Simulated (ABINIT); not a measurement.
A calculation with ABINIT 10.8.3 (patched build) of LiBe (ASE script, structure typed inline):

File run.py:

```python
import json, os
import numpy as np
from ase.units import GPa
from ase.calculators.abinit import Abinit, AbinitProfile
from ase import Atoms

atoms = Atoms(['Be', 'Li'],
              cell=[[2.811153, 0.0, 0.0], [0.0, 2.811153, 0.0], [0.0, 0.0, 2.811153]],
              scaled_positions=[[0.5, 0.5, 0.5], [0.0, 0.0, 0.0]],
              pbc=True)

profile = AbinitProfile(command='abinit', pp_paths=[os.path.abspath('pseudos')])
params = dict(
    pps='pawxml', xc='PBE',
    ecut=517.0163,
    pawecutdg=1034.0327,
    pawxcdev=0,
    kptopt=1,
    ngkpt=[9, 9, 9],
    nshiftk=1,
    shiftk=[0.0, 0.0, 0.0],
    ixc=11,
    nband=8,
    occopt=3,
    tsmear=0.05,
    nstep=100,
    tolvrs=1e-09,
    prtwf=0,
    prtden=0,
)

atoms.calc = Abinit(profile=profile, directory='run', **params)
energy = atoms.get_potential_energy()
forces = atoms.get_forces()
stress = atoms.get_stress()
print(f'energy {energy:.6f} eV')
print('forces (eV/A)')
print(np.round(forces, 5))
print('stress (GPa, Voigt, tension positive)', np.round(stress / GPa, 4))
json.dump(dict(energy=energy, forces=forces.tolist(), stress=stress.tolist(), cell=atoms.cell.tolist(), frac=atoms.get_scaled_positions(wrap=False).tolist()), open('results.json', 'w'))
```

Potentials or basis: JTH PAW PBE v2.0.

Launch:

```sh
$ python run.py
```

The cell comes from a database or a generator and needn't be the stable form of this composition.

Task: Write the same calculation in another form: native input, structure typed inline.

Result: As run:

Contents of run.abi:

```
# Pseudopotentials
pp_dirpath "./"
pseudos "Be.GGA_PBE-JTH.xml, Li.GGA_PBE-JTH.xml"

# Structure
acell 5.3123092644 5.3123092644 5.3123092644
rprim
     1.0000000000     0.0000000000     0.0000000000
     0.0000000000     1.0000000000     0.0000000000
     0.0000000000     0.0000000000     1.0000000000
ntypat 2
znucl 4 3
natom 2
typat 1 2
xred
     0.5000000000     0.5000000000     0.5000000000
     0.0000000000     0.0000000000     0.0000000000

# Plane-wave basis
ecut 19.0
pawecutdg 38.0
pawxcdev 0

# k points
kptopt 1
ngkpt 9 9 9
nshiftk 1
shiftk 0.0 0.0 0.0

# Exchange and correlation
ixc 11

# Bands and occupations
nband 8
occopt 3
tsmear 0.00183747

# SCF cycle
nstep 100
tolvrs 1.0e-9

# Output
iomode 3
prtwf 0
prtden 0
prteig 0
prtebands 0
```

Potentials or basis: JTH PAW PBE v2.0.

Command:

```sh
$ abinit run.abi > log 2>&1
```

Both were run:

|  | ASE script, structure typed inline | native input, structure typed inline |
| --- | --- | --- |
| Pressure | -0.1 GPa | -0.1 GPa |
| Band gap on the k mesh | none (metal or under the smearing width) | none (metal or under the smearing width) |
| Valence electrons inside the program's atomic spheres | Be 2.47; Li 2.14 | Be 2.47; Li 2.14 |

Keys that steer only the numerical path or the files written may differ.
